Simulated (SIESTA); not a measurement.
The system is Mg2SiNi3.

```xyz
6
Lattice="2.4743 1.4286 3.6550 -2.4743 1.4286 3.6550 0.0000 -2.8571 3.6550" Properties=species:S:1:pos:R:3 pbc="T T T"
Ni   -1.2372   -0.7143    3.6550
Ni    1.2372   -0.7143    3.6550
Ni    0.0000    1.4286    3.6550
Si    0.0000    0.0000    5.4825
Mg    0.0000    0.0000    9.5910
Mg    0.0000    0.0000    1.3740
```

The cell comes from a database or a generator and needn't be the stable form of this composition.

```yaml
Program: SIESTA 5.4.2
Task: single point
Functional: PBEsol
Potentials_or_basis: PseudoDojo 0.4 standard (PBEsol files)
Basis: DZP (energy shift 0.003 Ry; two zetas on semicore shells)
Grid_cutoff: 800 Ry
Energy_shift: 0.003 Ry
k_mesh: 7 × 7 × 7
Occupations: fermi-dirac, width 0.05 eV
Spin: collinear spin, ferromagnetic start
Starting_moments: "[1.0, 1.0, 1.0, 0.0, 0.0, 0.0] μB"
```

On this cell: pressure 0.4 GPa; largest force 0.045 eV/Å; net moment 0.00 μB per cell; band gap on the k mesh none (metal or under the smearing width).

The same run follows on a disturbed copy (atoms moved at random, drawn with an rms of 0.05 Å):

```
Ni Si Mg
1.0
     2.47435    1.42856    3.65502
    -2.47435    1.42856    3.65502
     0.00000   -2.85713    3.65502
Ni Si Mg
3 1 2
Direct
  0.99363 0.49119 0.50105
  0.49983 0.00658 0.48646
  0.49587 0.49713 0.00711
  0.49667 0.49646 0.50853
  0.86766 0.89439 0.86568
  0.13093 0.12010 0.12734
```

Task: What does the disturbed cell give?

Result: The energy (extrapolated to zero smearing) moves by +11.2 meV/atom; pressure 0.8 GPa; largest force 0.698 eV/Å; net moment 0.00 μB per cell; band gap on the k mesh none (metal or under the smearing width).

Forces in eV/Å, atoms in the order of the input:
```
Ni  -0.140  0.142  0.452
Ni   0.427 -0.549  0.058
Ni  -0.232  0.478  0.044
Si  -0.286  0.153 -0.128
Mg   0.464 -0.286 -0.173
Mg  -0.233  0.067 -0.257
```

Stress tensor (GPa, compression positive):
```
 0.96 -0.18  0.52
-0.18  1.03 -0.19
 0.52 -0.19  0.39
```

Caveats: short orbitals over semicore shells can move pressures by several GPa; the basis of atomic orbitals isn't converged, which shifts pressures, moduli and gaps.
